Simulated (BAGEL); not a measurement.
**One shape, several levels: BNH2F2 (SMILES NB(F)F)**

We compute a comparison of 4 runs (B3LYP/6-31G*, B3LYP/6-311+G**, PBE0/6-311+G**, RI-MP2/6-311+G**) of BNH2F2. 

The calculation is run with BAGEL 1.2.2.

### 1 The molecule

BNH2F2: 6 atoms, total charge 0, spin state singlet. SMILES: `NB(F)F`. The coordinates come from a PBE0-D4/def2-TZVP relaxation.

Bond lengths: N1–B2 1.392 Å, B2–F3 1.330 Å, B2–F4 1.330 Å, N1–H5 1.003 Å, N1–H6 1.003 Å. Angles: N1–B2–F3 121.2°, N1–B2–F4 121.2°, F3–B2–F4 117.6°, B2–N1–H5 122.4°, B2–N1–H6 122.4°, H5–N1–H6 115.2°.

### 2 The energy at B3LYP/6-31G(d) (density fitting with qzvpp-jkfit, spherical functions) (run 1)

dft.json

```json
{ "bagel" : [

{
  "title" : "molecule",
  "basis" : "6-31gs.json",
  "df_basis" : "qzvpp-jkfit",
  "angstrom" : true,
  "geometry" : [
    { "atom" : "N", "xyz" : [      -0.210700,       0.687600,      -0.156800 ] },
    { "atom" : "B", "xyz" : [       0.195300,      -0.614700,       0.121200 ] },
    { "atom" : "F", "xyz" : [      -0.667400,      -1.526100,       0.560300 ] },
    { "atom" : "F", "xyz" : [       1.459700,      -0.991800,      -0.042700 ] },
    { "atom" : "H", "xyz" : [       0.425000,       1.389500,      -0.488700 ] },
    { "atom" : "H", "xyz" : [      -1.159800,       0.991400,      -0.039400 ] }
  ]
},

{ "title" : "ks", "xc_func" : "b3lyp" },

{ "title" : "print", "file" : "orbitals.molden", "orbitals" : true }

]}
```

The basis set 6-31G* is read from a file made from the Basis Set Exchange's data (not shown).

The run is started by

```bash
BAGEL_NUM_THREADS=1 BAGEL dft.json > dft.out
```

Standard output:

```text
* using 1 threads per process

  ===============================================================
  ===============================================================

  *** Geometry ***

  { "atom" : "N", "xyz" : [     -0.398165,      1.299376,     -0.296309 ] },
  { "atom" : "B", "xyz" : [      0.369064,     -1.161615,      0.229035 ] },
  { "atom" : "F", "xyz" : [     -1.261203,     -2.883911,      1.058814 ] },
  { "atom" : "F", "xyz" : [      2.758433,     -1.874230,     -0.080691 ] },
  { "atom" : "H", "xyz" : [      0.803134,      2.625774,     -0.923509 ] },
  { "atom" : "H", "xyz" : [     -2.191704,      1.873474,     -0.074455 ] },

  Number of auxiliary basis functions:      342

  Since a DF basis is specified, we compute 2- and 3-index integrals:
    o Being stored without compression. Storage requirement is 0.010 GB

  Number of basis functions:       60
  Number of electrons      :       32

    * METHOD: MOLECULE                             0.08

  *** Kohn-Sham DFT ***

    * Removing 10206 points whose weight is below 1.00e-10
    * Grid points: 79230

  === Nuclear Repulsion ===
   112.8074308296

       - DIIS with orbital gradients will be used.

  === KS iteration (b3lyp / 6-31gs.json) ===
      0       -257.52092157          0.15302613           0.13
      1       -203.76652251          0.24920816           0.12
      2       -241.15583900          0.19643459           0.12
      3       -279.74899853          0.06641968           0.12
      4       -280.56952743          0.01801677           0.13
      5       -280.54631418          0.02055407           0.12
      6       -280.57820044          0.01705974           0.12
      7       -280.61560681          0.01193236           0.12
      8       -280.64952044          0.00190511           0.12
      9       -280.65022974          0.00026392           0.12
     10       -280.65024401          0.00005186           0.12
     11       -280.65024459          0.00000855           0.12
     12       -280.65024460          0.00000418           0.12
     13       -280.65024460          0.00000362           0.13
     14       -280.65024461          0.00000051           0.12
     15       -280.65024461          0.00000007           0.12
     16       -280.65024461          0.00000001           0.12
     17       -280.65024461          0.00000001           0.12
    * SCF iteration converged.

    * Permanent dipole moment:
           (    0.302888,    -0.971700,     0.207377) a.u.

    * METHOD: KS                                   2.47

    * METHOD: PRINT                                0.01

  ===============================================================
```

Wall time 2.7 s (1 thread of Arm Neoverse V2, shared host); peak memory 0.24 GiB.

### 3 A single-point energy at B3LYP/6-311+G(d,p) (density fitting with qzvpp-jkfit) (run 2)

input.json

```json
{ "bagel" : [

{
  "title" : "molecule",
  "basis" : "6-311+gss.json",
  "df_basis" : "qzvpp-jkfit",
  "angstrom" : "true",
  "geometry" : [
    { "atom" : "N", "xyz" : [   -0.210700,    0.687600,   -0.156800 ] },
    { "atom" : "B", "xyz" : [    0.195300,   -0.614700,    0.121200 ] },
    { "atom" : "F", "xyz" : [   -0.667400,   -1.526100,    0.560300 ] },
    { "atom" : "F", "xyz" : [    1.459700,   -0.991800,   -0.042700 ] },
    { "atom" : "H", "xyz" : [    0.425000,    1.389500,   -0.488700 ] },
    { "atom" : "H", "xyz" : [   -1.159800,    0.991400,   -0.039400 ] }
  ]
},
{ "title" : "ks", "xc_func" : "b3lyp", "charge" : 0 },
{ "title" : "print", "file" : "orbitals.molden", "orbitals" : "true" }

]}
```

The basis set 6-311+G** is read from a file made from the Basis Set Exchange's data (not shown).

The run is started by

```bash
BAGEL_NUM_THREADS=1 BAGEL input.json > input.out
```

Standard output:

```text
* using 1 threads per process

  ===============================================================
  ===============================================================

  *** Geometry ***

  { "atom" : "N", "xyz" : [     -0.398165,      1.299376,     -0.296309 ] },
  { "atom" : "B", "xyz" : [      0.369064,     -1.161615,      0.229035 ] },
  { "atom" : "F", "xyz" : [     -1.261203,     -2.883911,      1.058814 ] },
  { "atom" : "F", "xyz" : [      2.758433,     -1.874230,     -0.080691 ] },
  { "atom" : "H", "xyz" : [      0.803134,      2.625774,     -0.923509 ] },
  { "atom" : "H", "xyz" : [     -2.191704,      1.873474,     -0.074455 ] },

  Number of auxiliary basis functions:      342

  Since a DF basis is specified, we compute 2- and 3-index integrals:
    o Being stored without compression. Storage requirement is 0.027 GB

  Number of basis functions:      100
  Number of electrons      :       32

    * METHOD: MOLECULE                             0.11

  *** Kohn-Sham DFT ***

    * Removing 10206 points whose weight is below 1.00e-10
    * Grid points: 79230

  === Nuclear Repulsion ===
   112.8074308296

       - DIIS with orbital gradients will be used.

  === KS iteration (b3lyp / 6-311+gss.json) ===
      0       -239.47386883          0.24691796           0.21
      1       -210.00144351          0.17116587           0.21
      2       -237.64772856          0.21260663           0.21
      3       -261.89917490          0.17102049           0.21
      4       -264.81728996          0.18134881           0.21
      5       -264.71900258          0.18145586           0.21
      6       -275.55422949          0.09998469           0.21
      7       -241.63516881          0.17782061           0.21
      8       -280.49105558          0.02978103           0.21
      9       -280.60257000          0.02629633           0.21
     10       -280.75013021          0.00553489           0.20
     11       -280.75473264          0.00444845           0.20
     12       -280.75938251          0.00157385           0.21
     13       -280.75999798          0.00013690           0.21
     14       -280.76000225          0.00001940           0.21
     15       -280.76000235          0.00000402           0.21
     16       -280.76000236          0.00000184           0.21
     17       -280.76000236          0.00000021           0.21
     18       -280.76000236          0.00000006           0.21
     19       -280.76000236          0.00000003           0.21
     20       -280.76000236          0.00000001           0.21
    * SCF iteration converged.

    * Permanent dipole moment:
           (    0.321431,    -1.031115,     0.220067) a.u.

    * METHOD: KS                                   4.68

    * METHOD: PRINT                                0.02

  ===============================================================
```

Wall time 5.1 s (1 thread of Arm Neoverse V2, shared host); peak memory 0.37 GiB.

Run 3 isn't shown in full; the table further down has it.

### 4 A single-point energy at RI-MP2/6-311+G(d,p) (density fitting with qzvpp-jkfit) (run 4)

input.json: that of step 3 with these lines changed.

```diff
@@ -6,3 +6,3 @@
   "df_basis" : "qzvpp-jkfit",
-  "angstrom" : "true",
+  "angstrom" : true,
   "geometry" : [
@@ -16,4 +16,9 @@
 },
-{ "title" : "ks", "xc_func" : "b3lyp", "charge" : 0 },
-{ "title" : "print", "file" : "orbitals.molden", "orbitals" : "true" }
+{
+  "title" : "hf"
+},
+{
+  "title" : "mp2",
+  "ncore" : 4
+}
```

The basis set 6-311+G** is read from a file made from the Basis Set Exchange's data (not shown).

The run is started by

```bash
BAGEL_NUM_THREADS=1 BAGEL input.json > input.out
```

Standard output:

```text
* using 1 threads per process

  ===============================================================
  ===============================================================

  *** Geometry ***

  { "atom" : "N", "xyz" : [     -0.398165,      1.299376,     -0.296309 ] },
  { "atom" : "B", "xyz" : [      0.369064,     -1.161615,      0.229035 ] },
  { "atom" : "F", "xyz" : [     -1.261203,     -2.883911,      1.058814 ] },
  { "atom" : "F", "xyz" : [      2.758433,     -1.874230,     -0.080691 ] },
  { "atom" : "H", "xyz" : [      0.803134,      2.625774,     -0.923509 ] },
  { "atom" : "H", "xyz" : [     -2.191704,      1.873474,     -0.074455 ] },

  Number of auxiliary basis functions:      342

  Since a DF basis is specified, we compute 2- and 3-index integrals:
    o Being stored without compression. Storage requirement is 0.027 GB

  Number of basis functions:      100
  Number of electrons      :       32

    * METHOD: MOLECULE                             0.11

  *** RHF ***

  === Nuclear Repulsion ===
   112.8074308296

      * DIIS with orbital gradients will be used.

  === RHF iteration (6-311+gss.json) ===
      0       -279.05372966          0.03738828           0.03
      1       -279.32095320          0.02288091           0.03
      2       -279.43833442          0.00167586           0.03
      3       -279.43937586          0.00070733           0.03
      4       -279.43950602          0.00010038           0.03
      5       -279.43951092          0.00001997           0.03
      6       -279.43951125          0.00000542           0.03
      7       -279.43951127          0.00000151           0.03
      8       -279.43951127          0.00000038           0.03
      9       -279.43951127          0.00000011           0.03
     10       -279.43951127          0.00000003           0.03
     11       -279.43951127          0.00000001           0.03
     12       -279.43951127          0.00000000           0.03
    * SCF iteration converged.

    * Permanent dipole moment:
           (    0.328629,    -1.054258,     0.225026) a.u.

    * METHOD: HF                                   0.48

  *** RHF ***

  === Nuclear Repulsion ===
   112.8074308296

      * DIIS with orbital gradients will be used.

  === RHF iteration (6-311+gss.json) ===
      0       -279.43951127          0.00000000           0.03
    * SCF iteration converged.

    * Permanent dipole moment:
           (    0.328629,    -1.054258,     0.225026) a.u.

  === DF-MP2 calculation ===

    * freezing 4 orbitals
    * 3-index integral transformation done
    * assembly done

      MP2 correlation energy:   -0.6774027312      0.03

      MP2 total energy:       -280.1169140047

    * METHOD: MP2                                  0.10

  ===============================================================
```

It took 0.82 s on 1 thread of Arm Neoverse V2, shared host; peak memory 0.097 GiB.

### 5 The series

| run | level | frozen core orbitals | energy (Eh) | dipole moment (D) | HOMO energy (eV) | LUMO energy (eV) | wall time |
| --- | --- | --- | --- | --- | --- | --- | --- |
| 1 | B3LYP/6-31G* (density fitting with qzvpp-jkfit, spherical functions) | – | -280.650245 | 2.64 | -7.86 | 2.12 | 2.7 s |
| 2 | B3LYP/6-311+G** (density fitting with qzvpp-jkfit) | – | -280.760002 | 2.80 | -8.49 | -0.47 | 5.1 s |
| 3 | PBE0/6-311+G** (density fitting with qzvpp-jkfit) | – | -280.462656 | 2.81 | -8.74 | -0.16 | 5.1 s |
| 4 | RI-MP2/6-311+G** (density fitting with qzvpp-jkfit) | 4 | -280.116914 | – | – | – | 0.82 s |

### 6 Summary of results

| quantity | value |
| --- | --- |
| run 4: total energy | -280.11691 Eh |
| run 4: correlation energy (4 core orbitals frozen) | -677.4 mEh |

What this shows: Over runs 1, 2, 3 the dipole moment (its size) runs from 2.64 D (B3LYP/6-31G*) to 2.81 D (PBE0/6-311+G**). The two ends differ in method and basis. Over runs 1, 2, 3 the HOMO–LUMO gap runs from 8.02 eV (B3LYP/6-311+G**) to 9.98 eV (B3LYP/6-31G*). Totals of different functionals can't be ranked against each other. All runs together took 14 s, the longest 5.1 s.
